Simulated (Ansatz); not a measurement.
# BrH7O2Si3: up Jacob's ladder to CCSD(T)

How much do the methods differ for BrH7O2Si3? The plan is to run it at one geometry with functionals of several rungs and with coupled cluster, and see how far each lands from CCSD(T) at the basis-set limit for the atomisation energy.

The runs use Ansatz 0.2.0, Gaussian basis; functionals in def2-TZVPP, the program's frozen cores in correlated methods.

Levels to be run: PBE-D4, r2SCAN-D4, PBE0-D4, B3LYP-D4, ωB97X-V, ωB97M-V, B2PLYP; CCSD(T)/def2-TZVPP; MP2/def2-QZVPP; extrapolation to the limit.

**1. The geometry**

An earlier PBE0-D4 in a triple-zeta def2 set relaxation fixed the geometry.

SMILES `[SiH3]O[SiH](Br)O[SiH3]`, 13 atoms, charge 0, spin multiplicity 1.

Atoms are counted from 1 here; the program's logs count them from 0.

Bond lengths: Si1–O2 1.646 Å, Si1–H7 1.482 Å, Si1–H8 1.483 Å, Si1–H9 1.485 Å, O2–Si3 1.613 Å, Si3–Br4 2.225 Å, Si3–O5 1.613 Å, Si3–H10 1.468 Å, O5–Si6 1.646 Å, Si6–H11 1.483 Å, Si6–H12 1.485 Å, Si6–H13 1.482 Å. Angles: O2–Si1–H7 107.3°, O2–Si1–H8 109.8°, O2–Si1–H9 109.9°, H7–Si1–H8 110.1°, H7–Si1–H9 109.9°, H8–Si1–H9 109.7°, Si1–O2–Si3 144.3°, O2–Si3–Br4 108.6°, O2–Si3–O5 111.4°, O2–Si3–H10 109.6°, Br4–Si3–O5 108.6°, Br4–Si3–H10 109.1°, O5–Si3–H10 109.5°, Si3–O5–Si6 144.4°, O5–Si6–H11 109.8°, O5–Si6–H12 109.9°, O5–Si6–H13 107.3°, H11–Si6–H12 109.7° and more.

**2. PBE-D4 (GGA)**

in.yaml reads:

```yaml
crystal:
  periodic: [false, false, false]
  atoms:
    - {symbol: Si, position_ang: [1.930424, -0.411896, -1.506276]}
    - {symbol: O, position_ang: [0.301590, -0.173234, -1.509238]}
    - {symbol: Si, position_ang: [-0.905669, 0.634329, -0.807022]}
    - {symbol: Br, position_ang: [-0.140697, 2.614124, -0.140051]}
    - {symbol: O, position_ang: [-1.473945, -0.157516, 0.478435]}
    - {symbol: Si, position_ang: [-1.274834, -0.405347, 2.093506]}
    - {symbol: H, position_ang: [2.205730, -1.585341, -2.367761]}
    - {symbol: H, position_ang: [2.616027, 0.787771, -2.044472]}
    - {symbol: H, position_ang: [2.400134, -0.678178, -0.123150]}
    - {symbol: H, position_ang: [-1.989354, 0.838824, -1.775641]}
    - {symbol: H, position_ang: [-1.689773, 0.804897, 2.843350]}
    - {symbol: H, position_ang: [0.148204, -0.712262, 2.386364]}
    - {symbol: H, position_ang: [-2.127828, -1.556171, 2.471948]}
basis:
  gaussian: {orbitals: def2-TZVPP}
hamiltonian: {xc: pbe, dispersion: d4}
output: {forces: true, orbitals: {seedname: orbitals}}
```

Run with:

```bash
$ ansatz run in.yaml --threads 2 --pin off --events-out ev --progress --plain --max-ram 31744MiB --backend cuda --devices 0, --max-vram 18GiB
```

After this run come: r2SCAN-D4 (meta-GGA); PBE0-D4 (hybrid); B3LYP-D4 (hybrid); ωB97X-V (range-separated); ωB97M-V (range-separated); B2PLYP (double hybrid); CCSD(T) in def2-TZVPP; MP2 in def2-QZVPP.

**Question.** What will the summary of the whole plan be? Wanted: atomisation energy, CCSD(T)/CBS; farthest; mean size of error, hybrid; mean size of error, range-separated; gap, smallest and largest; T1 diagnostic; triples share of the correlation energy.

**Answer**, as computed:

| quantity | value |
| --- | --- |
| atomisation energy, CCSD(T)/CBS | 47.249 eV |
| functionals within 0.472 eV (1.0 %) | r2SCAN-D4, ωB97X-V, ωB97M-V |
| farthest | PBE0-D4 (-1.187 eV) |
| mean size of error, hybrid | 0.880 eV |
| mean size of error, range-separated | 0.168 eV |
| gap, smallest and largest | 6.25 eV (PBE-D4), 12.82 eV (ωB97X-V) |
| T1 diagnostic | 0.0103 |
| triples share of the correlation energy | 3.3 % |

In words: PBE-D4 is off by -0.815 eV. Double hybrids carry the basis error of their MP2 part in triple zeta, and no dispersion term here, so their miss is partly the set-up's. Misses under about 0.472 eV are within the doubt on the reference itself, which lacks core-valence correlation, relativity and higher excitations, and its outer-core shells are covered unevenly. All levels share the lack of spin-orbit coupling, which lowers the free heavy atoms and so the true binding. Hartree-Fock recovers 75 % of the binding; the rest is correlation. The gap grows from 6.3 to 12.8 eV across the functionals, mostly with the share of exact exchange. Correlated methods include outer-core shells of Br, which these sets cover unevenly.
